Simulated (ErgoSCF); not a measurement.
# ZrH4 (SMILES [H][Zr]([H])([H])[H]): PBE with 10 % exact exchange/STO-3G

Aim: the energy difference between two shapes of ZrH4 at PBE with 10 % exact exchange/STO-3G, from 2 runs. 

The calculation is run with ErgoSCF 3.8.

7 further runs of the same task are left out: 2 that didn't finish, 5 set aside as unsound or not needed.

**1. The system as given**

ZrH4 has 5 atoms, charge 0, and is taken as a singlet. As SMILES, `[H][Zr]([H])([H])[H]`. The shape comes from GFN2-xTB, which is rough for such elements, and wasn't checked as a minimum.

Bond lengths: Zr1–H2 1.918 Å, Zr1–H3 1.918 Å, Zr1–H4 1.917 Å, Zr1–H5 1.919 Å. Angles: H2–Zr1–H3 109.6°, H2–Zr1–H4 109.7°, H2–Zr1–H5 109.2°, H3–Zr1–H4 109.7°, H3–Zr1–H5 109.2°, H4–Zr1–H5 109.4°.

**2. A single-point energy at PBE with 10 % exact exchange/STO-3G**

The input, input.ego:

```
set_nthreads(1)
molecule_inline
Zr   0.00128501   0.00738883   0.00153068
H    0.02014448  -0.03607487   3.62581752
H    3.41006748   0.01768784  -1.23015502
H   -1.73106472   2.96333623  -1.17652459
H   -1.70043226  -2.95233802  -1.22066859
EOF
tmpdir = "."
scf.output_mulliken_pop = 1
charge = 0
scf.convergence_threshold = 1e-06
scf.max_number_of_iterations = 150
basis = "STO-3G"
run "Combine hf=0.1 pbex=0.9 pbec=1"
```

Launch:

```bash
$ ergo input.ego
```

What it wrote:

```text
[...]
INDF Weighted mixed functional:
[...]
INSC Energy   1 =      -3051.82893207652
[...]
INDE PURIFICATION CONVERGED after 37 iterations
[...]
INDE PURIFICATION CONVERGED after 27 iterations
[...]
INDE PURIFICATION CONVERGED after 31 iterations
[...]
INDE PURIFICATION CONVERGED after 31 iterations
[...]
INDE E(LUMO) - E(HOMO) <=          0.20780892027 =          5.65476882177 eV
[...]
INSC Energy   9 =      -3506.52349444204  ( diff     -0.000000000055479 )
[...]
RESC CONVERGED after   9 iterations.
RESC FINAL ENERGY:      -3506.52349444204
[...]
INSC SCF: dipole_moment_x [atomic units] =       0.00182276
INSC SCF: dipole_moment_y [atomic units] =       0.01042239
INSC SCF: dipole_moment_z [atomic units] =       0.00216562
[...]
```

Wall time 6.6 s (1 thread of Intel Xeon at 2.50GHz (Skylake/Cascade Lake), shared host).

**3. The distorted shape at the same level**

The input, ergo.in:

```
# single point, H4Zr
set_nthreads(1)
molecule_inline
Zr    -0.01016862     0.01262526     0.02299986
H      0.03675895    -0.03735422     3.65425033
H      3.42743785    -0.03386389    -1.27075200
H     -1.74327046     2.91498381    -1.19917862
H     -1.65332517    -2.95886703    -1.24825670
EOF
tmpdir = "."
scf.max_number_of_iterations = 150
scf.output_mulliken_pop = 1
basis = "STO-3G"
scf.convergence_threshold = 1e-06
run "Combine hf=0.1 pbex=0.9 pbec=1"
```

Launch:

```bash
$ ergo ergo.in
```

What it wrote:

```text
[...]
INDF Weighted mixed functional:
[...]
INSC Energy   1 =      -3051.81984717181
[...]
INDE PURIFICATION CONVERGED after 37 iterations
[...]
INDE PURIFICATION CONVERGED after 27 iterations
[...]
INDE PURIFICATION CONVERGED after 31 iterations
[...]
INDE PURIFICATION CONVERGED after 31 iterations
[...]
INDE E(LUMO) - E(HOMO) <=          0.21266491037 =          5.78690704458 eV
[...]
INSC Energy  10 =      -3506.52243778612  ( diff     -0.000000000005457 )
[...]
RESC CONVERGED after  10 iterations.
RESC FINAL ENERGY:      -3506.52243778612
[...]
INSC SCF: dipole_moment_x [atomic units] =      -0.03031459
INSC SCF: dipole_moment_y [atomic units] =       0.04694399
INSC SCF: dipole_moment_z [atomic units] =       0.04371994
[...]
```

Wall time 6.9 s (1 thread of Intel Xeon at 2.50GHz (Skylake/Cascade Lake), shared host).

**4. Outcome**

At PBE with 10 % exact exchange/STO-3G:

| quantity | value |
| --- | --- |
| first shape: total energy | -3506.52349 Eh |
| first shape: dipole moment | 0.03 D |
| distorted shape: total energy | -3506.52244 Eh |
| distorted shape: dipole moment | 0.18 D |
| energy change with the atoms displaced | 0.029 eV |

With the atoms displaced the energy rises by 0.03 eV (2.8 kJ/mol). The first shape isn't relaxed at this level, so the change isn't measured from a minimum. The minimal basis adds a large error of its own. Mulliken charges (first shape) run from -0.16 on H4 to +0.63 on Zr1. Relativity is left out (first shape) although the molecule holds a heavy atom. Mulliken charges (distorted shape) run from -0.16 on H3 to +0.63 on Zr1. Relativity is left out (distorted shape) although the molecule holds a heavy atom.
